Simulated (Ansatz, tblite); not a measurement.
# Sn10H16 hole sphere (Sn9AsH16+): rung by rung

One table from this session's results is given with a row withheld; the runs are named, their logs left out.

Method: as each input shows; program: Ansatz 0.2.0, Gaussian basis.

Levels to be run: GFN1-xTB, GFN2-xTB, PBE-D4/def2-TZVP, r2SCAN-D4/def2-TZVP, r2SCAN0-D4/def2-TZVP, LDA/def2-TZVP, revPBE-D4/def2-TZVP, PBE-D4/def2-SVP, PBE0-D4/def2-SVP, MP2/def2-TZVP, RPA/def2-TZVP.

1 further run of the same task is left out (set aside as unsound or not needed).

## The structure

The geometry is that of the singlet, from an earlier relaxation (r2SCAN-D4/def2-SVP).

26 atoms, charge 1, spin multiplicity 1.

Bond lengths: Sn1–Sn5 2.803 Å, Sn1–Sn7 2.803 Å, Sn1–Sn8 2.803 Å, Sn1–H11 1.719 Å, Sn2–Sn6 2.803 Å, Sn2–Sn7 2.803 Å, Sn2–Sn9 2.805 Å, Sn2–H12 1.719 Å, Sn3–Sn5 2.803 Å, Sn3–Sn6 2.803 Å, Sn3–Sn10 2.804 Å, Sn3–H13 1.719 Å, As4–Sn8 2.661 Å, As4–Sn9 2.661 Å, As4–Sn10 2.661 Å, As4–H14 1.514 Å, Sn5–H15 1.713 Å, Sn5–H16 1.713 Å and more. Angles: Sn5–Sn1–Sn7 112.7°, Sn5–Sn1–Sn8 107.9°, Sn5–Sn1–H11 111.8°, Sn7–Sn1–Sn8 108.0°, Sn7–Sn1–H11 111.9°, Sn8–Sn1–H11 103.9°, Sn6–Sn2–Sn7 112.9°, Sn6–Sn2–Sn9 107.9°, Sn6–Sn2–H12 111.9°, Sn7–Sn2–Sn9 107.8°, Sn7–Sn2–H12 111.9°, Sn9–Sn2–H12 103.9°, Sn5–Sn3–Sn6 112.9°, Sn5–Sn3–Sn10 108.0°, Sn5–Sn3–H13 111.8°, Sn6–Sn3–Sn10 107.8°, Sn6–Sn3–H13 111.9°, Sn10–Sn3–H13 103.9° and more.

Sn takes a core potential in the def2 sets. No spin-orbit coupling is included. The ion is computed in the gas phase, without counter-ions or solvent.

PBE0-D4/def2-TZVP was run before; its log isn't repeated, and its numbers join the tables.

The first run:

Tight binding, by tblite at 300 K electronic temperature and without a spin-polarisation term:

```python
tblite.interface.Calculator('GFN1-xTB', numbers, positions, charge=1, uhf=0).singlepoint()
```

Tight binding, by tblite at 300 K electronic temperature and without a spin-polarisation term:

```python
tblite.interface.Calculator('GFN2-xTB', numbers, positions, charge=1, uhf=0).singlepoint()
```

start.molden holds the orbitals of an earlier run on this state, given as this run's starting guess.

File in.yaml:

```yaml
crystal:
  periodic: [false, false, false]
  atoms:
    - {symbol: Sn, position_ang: [-1.649471, 1.561461, -1.655540]}
    - {symbol: Sn, position_ang: [1.561854, -1.652650, -1.648668]}
    - {symbol: Sn, position_ang: [-1.651338, -1.648725, 1.559772]}
    - {symbol: As, position_ang: [1.423772, 1.435131, 1.426006]}
    - {symbol: Sn, position_ang: [-3.290731, 0.010810, 0.005434]}
    - {symbol: Sn, position_ang: [0.012006, -3.292604, 0.014408]}
    - {symbol: Sn, position_ang: [0.012530, 0.006902, -3.292614]}
    - {symbol: Sn, position_ang: [-0.016961, 3.144756, -0.016122]}
    - {symbol: Sn, position_ang: [3.136136, -0.008811, -0.010003]}
    - {symbol: Sn, position_ang: [-0.009815, -0.012400, 3.137657]}
    - {symbol: H, position_ang: [-2.556646, 2.704212, -2.563856]}
    - {symbol: H, position_ang: [2.710008, -2.557493, -2.552556]}
    - {symbol: H, position_ang: [-2.560062, -2.550667, 2.706257]}
    - {symbol: H, position_ang: [2.297366, 2.308728, 2.300306]}
    - {symbol: H, position_ang: [-4.282048, -0.978000, -0.981243]}
    - {symbol: H, position_ang: [-4.254736, 1.011441, 1.006649]}
    - {symbol: H, position_ang: [-0.971643, -4.288846, -0.972182]}
    - {symbol: H, position_ang: [1.015324, -4.250199, 1.019124]}
    - {symbol: H, position_ang: [-0.975730, -0.980834, -4.283345]}
    - {symbol: H, position_ang: [1.015845, 1.005615, -4.256382]}
    - {symbol: H, position_ang: [1.216692, 4.063256, -0.770036]}
    - {symbol: H, position_ang: [-0.777153, 4.057776, 1.217729]}
    - {symbol: H, position_ang: [4.053915, 1.221445, -0.770338]}
    - {symbol: H, position_ang: [4.049638, -0.762777, 1.227359]}
    - {symbol: H, position_ang: [-0.763080, 1.216534, 4.062858]}
    - {symbol: H, position_ang: [1.230327, -0.771461, 4.043326]}
basis:
  gaussian: {orbitals: def2-TZVP, fitting: {mean_field: def2-universal-jkfit}, initial_orbitals: start.molden}
total_charge: 1
hamiltonian: {xc: pbe, dispersion: d4}
scf: {omitted_lower_state_checks: [starts]}
output: {forces: true, orbitals: {seedname: orbitals}}
```

Launch:

```sh
ansatz run in.yaml --threads 2 --pin off --events-out ev --progress --plain --max-ram 32768MiB --backend cuda --devices 0, --max-vram 18GiB
```

Steps of the session up to this table: PBE-D4/def2-TZVP; r2SCAN-D4/def2-TZVP; r2SCAN0-D4/def2-TZVP; LDA/def2-TZVP; revPBE-D4/def2-TZVP; PBE-D4/def2-SVP; PBE0-D4/def2-SVP; MP2/def2-TZVP; RPA/def2-TZVP.

One of the session's tables, all rows but one given; the rest of the session is left out.

It belongs to the step «Levels side by side». 

| level | HOMO (eV) | LUMO (eV) | gap (eV) |
| --- | --- | --- | --- |
| LDA/def2-TZVP | -9.41 | -5.93 | 3.49 |
| PBE-D4/def2-SVP | ? | ? | ? |
| PBE-D4/def2-TZVP | -9.27 | -5.68 | 3.59 |
| revPBE-D4/def2-TZVP | -9.21 | -5.58 | 3.63 |
| r2SCAN-D4/def2-TZVP | -9.49 | -5.50 | 3.99 |
| PBE0-D4/def2-SVP | -10.11 | -4.95 | 5.16 |
| PBE0-D4/def2-TZVP | -10.10 | -4.97 | 5.14 |
| r2SCAN0-D4/def2-TZVP | -10.25 | -4.88 | 5.37 |

Estimate the missing values for PBE-D4/def2-SVP.

As computed: HOMO (eV): -9.25; LUMO (eV): -5.65; gap (eV): 3.60. In the column «HOMO (eV)» it lies between PBE-D4/def2-TZVP (-9.27) and revPBE-D4/def2-TZVP (-9.21).
